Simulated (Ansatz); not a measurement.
Wanted: the native input for an Ansatz 0.2.0 run.

- Task: band structure
- Functional: PBEsol
- Potentials or basis: Ansatz PAW
- Cutoff: 420 eV (not typed: the program's choice for these potentials)
- k mesh: 6 × 6 × 3
- Occupations: fermi-dirac, width 0.05 eV
- Spin: no spin polarisation
- Path: [["G", "M", "K", "G", "A", "L", "H", "A"], ["L", "M"], ["K", "H"]]
- Points for each segment of the path: 10

Crystal: Hf2Pd2Se2Br2O3.

```
Hf Pd Se Br O
1.0
     5.75899    0.00000    0.00000
    -2.87949    4.98743    0.00000
     0.00000    0.00000    8.52547
Hf Pd Se Br O
2 2 2 2 3
Direct
  0.33333 0.66667 0.54201
  0.66667 0.33333 0.54201
  0.33333 0.66667 0.12880
  0.66667 0.33333 0.12880
  0.33333 0.66667 0.85572
  0.66667 0.33333 0.85572
  0.00000 0.00000 0.13895
  0.00000 0.00000 0.65384
  0.50000 0.00000 0.42963
  0.00000 0.50000 0.42963
  0.50000 0.50000 0.42963
```

The cell was built by a generator and needn't be a form met in nature.

These files were run (other wordings do the same):

input.yaml

```yaml
crystal:
  lattice:
    - [5.75899, 0.0, 0.0]
    - [-2.87949, 4.98743, 0.0]
    - [0.0, 0.0, 8.52547]
  atoms:
    - { symbol: Hf, position: [0.33333, 0.66667, 0.54201] }
    - { symbol: Hf, position: [0.66667, 0.33333, 0.54201] }
    - { symbol: Pd, position: [0.33333, 0.66667, 0.1288] }
    - { symbol: Pd, position: [0.66667, 0.33333, 0.1288] }
    - { symbol: Se, position: [0.33333, 0.66667, 0.85572] }
    - { symbol: Se, position: [0.66667, 0.33333, 0.85572] }
    - { symbol: Br, position: [0.0, 0.0, 0.13895] }
    - { symbol: Br, position: [0.0, 0.0, 0.65384] }
    - { symbol: O, position: [0.5, 0.0, 0.42963] }
    - { symbol: O, position: [0.0, 0.5, 0.42963] }
    - { symbol: O, position: [0.5, 0.5, 0.42963] }
hamiltonian:
  xc: pbesol
  pseudopotentials: { kind: paw }
kpoints:
  mp_grid: { grid: [6, 6, 3] }
  band_path:
    path:
      - [[0.0, 0.0, 0.0], [0.5, 0.0, 0.0], [0.3333333333, 0.3333333333, 0.0], [0.0, 0.0, 0.0], [0.0, 0.0, 0.5], [0.5, 0.0, 0.5], [0.3333333333, 0.3333333333, 0.5], [0.0, 0.0, 0.5]]
      - [[0.5, 0.0, 0.5], [0.5, 0.0, 0.0]]
      - [[0.3333333333, 0.3333333333, 0.0], [0.3333333333, 0.3333333333, 0.5]]
    npoints: 10
scf:
  occupations: { method: fermi_dirac, width: 0.05 }
  n_extra_bands: 27
output:
  forces: true
  stress: true
  eigenvalues: true
  fatbands: false
```

Potentials or basis: Ansatz PAW.

Command:

```console
$ ansatz run input.yaml --threads 8 --pin off --max-ram 20480MiB --backend cpu --events-out ev --progress --plain --runs-dir out
```

It gave:

The pressure is -3.6 GPa, the largest force is 0.351 eV/Å and the band gap on the k mesh is none (metal or under the smearing width).

Caveat: spin-orbit coupling is left out, which moves the levels of the heavy elements; the PAW data sets come from PBE, with cores solved anew for the run's functional, which leaves a small shift of forces and pressure.

Wall time 17 s on 8 threads of Intel(R) Xeon(R) Platinum 8488C (Sapphire Rapids), on a shared host, peak memory 2.2 GiB.
